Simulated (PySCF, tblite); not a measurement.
**C₆H₁₂N radical: geometry, infrared bands and EPR parameters**

Wanted: the infrared bands and EPR parameters of C₆H₁₂N radical (`CCN1CC[C]1C`), by calculation.

The runs use tblite 0.8.0 and PySCF 2.14.0, with density-fitted response routines of our own; the level of theory stands in each step. All values are computed, except where a source is named. Atoms count from 0, in the outputs and in this text.

**1. Starting geometry**

19 atoms, charge 0, multiplicity 2; geometry from: force field or distance geometry start.

Bonds of the start (Å): C0–C1 1.54, C1–N2 1.47, N2–C3 1.45, C3–C4 1.55, C4–C5 1.49, C5–C6 1.48, C5–N2 1.48, C0–H7 1.10, C0–H8 1.10, C0–H9 1.08, C1–H10 1.10, C1–H11 1.08, C3–H12 1.10, C3–H13 1.11, C4–H14 1.08, C4–H15 1.10, C6–H16 1.09, C6–H17 1.09, C6–H18 1.08.

**2. Geometry optimisation with GFN2-xTB**

What the job is given:

```
{"job": {"kind": "relax", "xc": "GFN2-xTB", "basis": "xTB"}, "charge": 0, "multiplicity": 2}
C      2.491800     0.248900    -0.721900
C      1.031100    -0.163700    -0.958800
N      0.183900     0.321600     0.134400
C      0.301200    -0.495500     1.330800
C     -1.240700    -0.620800     1.342600
C     -1.217100    -0.128000    -0.060400
C     -2.280500     0.716300    -0.647000
H      2.576400     1.345300    -0.635100
H      2.899100    -0.198600     0.191100
H      3.100200    -0.073100    -1.558100
H      0.979400    -1.260500    -1.070400
H      0.702700     0.268600    -1.897300
H      0.712800     0.020900     2.216700
H      0.821400    -1.466100     1.224500
H     -1.629600    -1.627100     1.447000
H     -1.760300     0.053300     2.040800
H     -3.240400     0.194000    -0.597300
H     -2.379900     1.654400    -0.103100
H     -2.061500     0.937300    -1.685900
```

Started as:

```
OMP_NUM_THREADS=1 python probes_run.py task.json out
```

This one command runs all jobs of the session in turn.

**Question.** This job is followed by: GFN2-xTB harmonic vibrations, gas phase; UKS B3LYP, pcH-1 on C H N, non-relativistic, mean-field spin-orbit, GIAO. What will the session give for the following? strongest single infrared mode (GFN2-xTB); zero-point energy (GFN2-xTB); g(iso) (B3LYP); ⟨S²⟩; largest a(iso) (averaged by class); potential on the surface of density 0.002 e/bohr³, 1st and 99th percentile.

**Answer**, as computed:

| quantity | value |
| --- | --- |
| strongest single infrared mode (GFN2-xTB) | 2914 cm⁻¹, 113 km/mol |
| zero-point energy (GFN2-xTB) | 104.6 kcal/mol |
| g(iso) (B3LYP) | 2.00277 |
| ⟨S²⟩ | 0.754 (exact 0.75) |
| largest a(iso) (averaged by class) | 13C on C5, 149.1 MHz |
| potential on the surface of density 0.002 e/bohr³, 1st and 99th percentile | -0.94 V and 0.60 V |

The optimisation took 70 steps and gained 0.374 eV; among the close pairs (by a distance rule), N2–C5 changed most, from 1.484 to 1.411 Å. All 51 modes are real, so the xTB geometry is a minimum. The strongest single mode, at 2914 cm⁻¹, moves mainly H15 and H13. GFN2-xTB is a fitted tight-binding method: band positions and strengths are rough. Its intensities can rank the bands wrongly. Most of the unpaired spin sits on C5 (0.78 e). The isotropic g lies 0.5 ppt above the free-electron value. These values are for one conformer; the search (at its own cheap level) found 1 more, at 0.96 kcal/mol, and measured spectra average over such forms.
